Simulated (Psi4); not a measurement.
# AlHSF2 (SMILES [F][Al]([F])[SH]): VV10/jun-cc-pVDZ

What is the energy change on altering one bond length of AlHSF2 at VV10/jun-cc-pVDZ? 

The calculation is run with Psi4 1.11.

2 further runs of the same task are left out: 1 that didn't finish, 1 set aside as unsound or not needed.

## (1) The system as given

AlHSF2: 5 atoms, total charge 0, spin state singlet. As SMILES, `[F][Al]([F])[SH]`. The coordinates come from a PBE0-D4/def2-TZVP relaxation.

Bond lengths: F1–Al2 1.638 Å, Al2–F3 1.635 Å, Al2–S4 2.153 Å, S4–H5 1.346 Å. Angles: F1–Al2–F3 119.3°, F1–Al2–S4 121.0°, F3–Al2–S4 119.7°, Al2–S4–H5 91.6°.

## (2) A single-point energy at VV10/jun-cc-pVDZ

Contents of alf2hs.xyz:

```xyz
5
AlF2HS
F      0.892200     0.387900     1.495500
Al     0.340300    -0.464700     0.211000
F      0.820600    -2.015600     0.014600
S     -1.003400     0.425700    -1.216000
H     -0.999700     1.593000    -0.546400
```

Contents of alf2hs.py:

```python
import psi4

psi4.set_memory(1600000000)
psi4.set_num_threads(1)
psi4.set_output_file('alf2hs.out', False)

with open('alf2hs.xyz') as f:
    atoms = ''.join(f.readlines()[2:])
mol = psi4.geometry('0 1\n' + atoms + '')

psi4.set_options({
    'basis': 'jun-cc-pVDZ',
    'reference': 'rks',
    'scf_type': 'pk',
})

e = psi4.energy("vv10")
print(f'vv10 energy: {e:.10f} Eh')
```

Launch:

```console
$ python alf2hs.py
```

alf2hs.out:

```text
[...]
  Running in c1 symmetry.
[...]
  Nuclear repulsion =  199.896858416041425
[...]
  Multiplicity = 1
[...]
  Nalpha       = 24
  Nbeta        = 24
[...]
    Number of basis functions: 85
[...]
   @RKS iter   1:  -841.58591716517890   -2.75227e-01   9.58599e-03 DIIS/ADIIS
[...]
   @RKS iter  10:  -841.84079860791326   -2.21187e-08   1.58731e-07 DIIS
[...]
    Orbital Energies [Eh]
    ---------------------
    Doubly Occupied:
       1A    -88.227918     2A    -55.595107     3A    -24.340149
       4A    -24.338620     5A     -7.713126     6A     -5.730889
       7A     -5.727243     8A     -5.722641     9A     -4.023974
      10A     -2.628445    11A     -2.625808    12A     -2.624320
      13A     -1.082035    14A     -1.073518    15A     -0.691340
      16A     -0.446637    17A     -0.411629    18A     -0.397231
      19A     -0.383893    20A     -0.381848    21A     -0.368333
      22A     -0.358260    23A     -0.319991    24A     -0.266346
[...]
  @RKS Final Energy:  -841.84079860791326
   => Energetics <=
    Nuclear Repulsion Energy =            199.8968584160414252
    One-Electron Energy =               -1564.6576195182224183
    Two-Electron Energy =                 589.3860953148383715
    DFT Exchange-Correlation Energy =     -66.6712456583412205
    Empirical Dispersion Energy =           0.0000000000000000
    VV10 Nonlocal Energy =                  0.2051128377707095
    Total Energy =                       -841.8407986079132570
[...]
 Multipole Moments:
 ------------------------------------------------------------------------------------
     Multipole            Electronic (a.u.)      Nuclear  (a.u.)        Total (a.u.)
 ------------------------------------------------------------------------------------
 L = 1.  Multiply by 2.5417464519 to convert [e a0] to [Debye]
 Dipole X            :          2.4038491           -2.7319632           -0.3281141
 Dipole Y            :         -2.4163215            2.9375710            0.5212495
 Dipole Z            :          2.0843860           -2.2598799           -0.1754940
 Magnitude           :                                                    0.6404358
[...]
```

On the terminal:

```text
vv10 energy: -841.8407986079 Eh
```

Run time: 40 s. Hardware: 1 thread of INTEL XEON PLATINUM 8581C at 2.30GHz (Emerald Rapids), shared host; peak memory 0.62 GiB.

## (3) The distorted shape at the same level

Contents of calc.dat:

```
memory 1.6 GB

molecule system {
  0 1
  F
  Al 1 1.965
  F 2 1.635406 1 119.27371
  S 2 2.152829 3 119.73096 1 -179.9975
  H 4 1.345722 2 91.56006 3 -179.89002
  units angstrom
}

set {
  basis     jun-cc-pVDZ
  reference rks
  scf_type  pk
}

e, wfn = energy('vv10', return_wfn=True)
```

Launch:

```console
$ psi4 -n 1 calc.dat calc.out
```

calc.out:

```text
[...]
  Running in c1 symmetry.
[...]
  Nuclear repulsion =  190.328405594352859
[...]
  Multiplicity = 1
[...]
  Nalpha       = 24
  Nbeta        = 24
[...]
    Number of basis functions: 85
[...]
   @RKS iter   1:  -841.57541625585873   -3.78165e-01   9.34629e-03 ADIIS/DIIS
[...]
   @RKS iter  10:  -841.82416733242735   -4.52319e-08   3.33476e-07 DIIS
[...]
    Orbital Energies [Eh]
    ---------------------
    Doubly Occupied:
       1A    -88.241441     2A    -55.624548     3A    -24.351991
       4A    -24.312819     5A     -7.726476     6A     -5.744038
       7A     -5.740973     8A     -5.735881     9A     -4.045037
      10A     -2.650292    11A     -2.646823    12A     -2.645532
      13A     -1.089737    14A     -1.013488    15A     -0.703230
      16A     -0.448290    17A     -0.410572    18A     -0.387585
      19A     -0.383041    20A     -0.374762    21A     -0.333982
      22A     -0.321890    23A     -0.314818    24A     -0.277383
[...]
  @RKS Final Energy:  -841.82416733242735
   => Energetics <=
    Nuclear Repulsion Energy =            190.3284055943528585
    One-Electron Energy =               -1545.4610487243662647
    Two-Electron Energy =                 579.6807173763224910
    DFT Exchange-Correlation Energy =     -66.5779554413320511
    Empirical Dispersion Energy =           0.0000000000000000
    VV10 Nonlocal Energy =                  0.2057138625955539
    Total Energy =                       -841.8241673324273506
[...]
 Multipole Moments:
 ------------------------------------------------------------------------------------
     Multipole            Electronic (a.u.)      Nuclear  (a.u.)        Total (a.u.)
 ------------------------------------------------------------------------------------
 L = 1.  Multiply by 2.5417464519 to convert [e a0] to [Debye]
 Dipole X            :          0.0017280           -0.0023669           -0.0006389
 Dipole Y            :         -3.7204907            4.4547941            0.7343034
 Dipole Z            :         -0.8415670            1.3553804            0.5138134
 Magnitude           :                                                    0.8962177
[...]
```

Wall time 42 s (1 thread of INTEL XEON PLATINUM 8581C at 2.30GHz (Emerald Rapids), shared host); peak memory 0.61 GiB.

## (4) Summary of results

Level: VV10/jun-cc-pVDZ.

```
                                                          quantity          value
                                         first shape: total energy  -841.84080 Eh
                                        first shape: dipole moment         1.63 D
                                          first shape: HOMO energy       -7.25 eV
                                          first shape: LUMO energy       -2.34 eV
                                        first shape: HOMO–LUMO gap        4.91 eV
                                     distorted shape: total energy  -841.82417 Eh
                                    distorted shape: dipole moment         2.28 D
                                      distorted shape: HOMO energy       -7.55 eV
                                      distorted shape: LUMO energy       -3.06 eV
                                    distorted shape: HOMO–LUMO gap        4.48 eV
energy change with the F1–Al2 bond stretched from 1.638 to 1.965 Å       0.453 eV
```

What this shows: With the F1–Al2 bond stretched from 1.638 to 1.965 Å the energy rises by 0.45 eV (10.4 kcal/mol). The first shape isn't relaxed at this level, so the change isn't measured from a minimum.
